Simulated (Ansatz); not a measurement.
# Cd4SeS3: the cost of one run

Computed with Ansatz 0.2.0 (DFT PBE, scalar-relativistic, plane waves, PAW, unless a step's input says otherwise).

### 1 The system as given

Symmetry: P-4m2, No. 115, tetragonal system. Conventional cell: a = 4.242 Å, b = 4.242 Å, c = 11.961 Å, α = 90.00°, β = 90.00°, γ = 90.00°. Cd (site symmetry 2mm) has 4 S at 2.57 Å as nearest neighbours. Around Cd (site symmetry 2mm) lie 2 S at 2.58 Å and 2 Se at 2.66 Å. Se (site symmetry -4m2) is surrounded by 4 Cd at 2.66 Å. S (site symmetry 2mm) is surrounded by 4 Cd at 2.57 to 2.58 Å. S (site symmetry -4m2) is surrounded by 4 Cd at 2.57 Å.

Coordinates:

```xyz
8
Lattice="4.2418 0.0000 0.0000 0.0000 4.2418 0.0000 0.0000 0.0000 11.9615" Properties=species:S:1:pos:R:3 pbc="T T T"
Cd    2.1209    0.0000    7.4354
Cd    0.0000    2.1209   10.3535
Cd    2.1209    0.0000    1.6080
Cd    0.0000    2.1209    4.5261
Se    0.0000    0.0000    0.0000
S     2.1209    2.1209    3.0689
S     0.0000    0.0000    5.9807
S     2.1209    2.1209    8.8926
```

The cell was relaxed beforehand at this level, from a generated guess; it needn't be the stable form of this composition. At a tolerance of 0.02 Å it has space group P-4m2 (No. 115); it has 26.90 Å³/atom, an uncorrected energy of -0.65 eV/atom over the elements.

### 2 Electronic structure at the relaxed geometry

input.yaml reads:

```yaml
crystal:
  lattice:
    - [4.2418401, 0.0, 0.0]
    - [0.0, 4.2418401, 0.0]
    - [0.0, 0.0, 11.9614623]
  atoms:
    - { symbol: Cd, position: [0.5, 0.0, 0.621612] }
    - { symbol: Cd, position: [0.0, 0.5, 0.865571] }
    - { symbol: Cd, position: [0.5, 0.0, 0.134429] }
    - { symbol: Cd, position: [0.0, 0.5, 0.378388] }
    - { symbol: Se, position: [0.0, 0.0, 0.0] }
    - { symbol: S, position: [0.5, 0.5, 0.256563] }
    - { symbol: S, position: [0.0, 0.0, 0.5] }
    - { symbol: S, position: [0.5, 0.5, 0.743437] }
basis:
  ecutwfc: 420
kpoints:
  mp_grid: { grid: [6, 6, 4] }
  band_path:
    path:
      - [[0.0, 0.0, 0.0], [0.0, 0.5, 0.0], [0.5, 0.5, 0.0], [0.0, 0.0, 0.0], [0.0, 0.0, 0.5], [0.0, 0.5, 0.5], [0.5, 0.5, 0.5], [0.0, 0.0, 0.5]]
      - [[0.0, 0.5, 0.0], [0.0, 0.5, 0.5]]
      - [[0.5, 0.5, 0.0], [0.5, 0.5, 0.5]]
    npoints: 14
hamiltonian:
  xc: pbe
scf:
  occupations: { method: gaussian, width: 0.02 }
  n_extra_bands: 20
output:
  forces: true
  stress: true
  eigenvalues: true
  populations: true
  dos: { projected: true, de: 0.02, nscf_kmesh: { grid: [9, 9, 6] } }
  bader: true
  write_density: true
  write_potential: true
  elf: true
  volumetric_format: npy
```

On the command line:

```sh
$ ansatz run input.yaml --threads 4 --pin off --max-ram 8192MiB --backend cpu --events-out ev --progress --plain --runs-dir out
```

Q: Estimate wall time and peak memory on 4 threads of Arm Neoverse V2, shared host.

About 74 s, with a peak of 1.5 GiB.
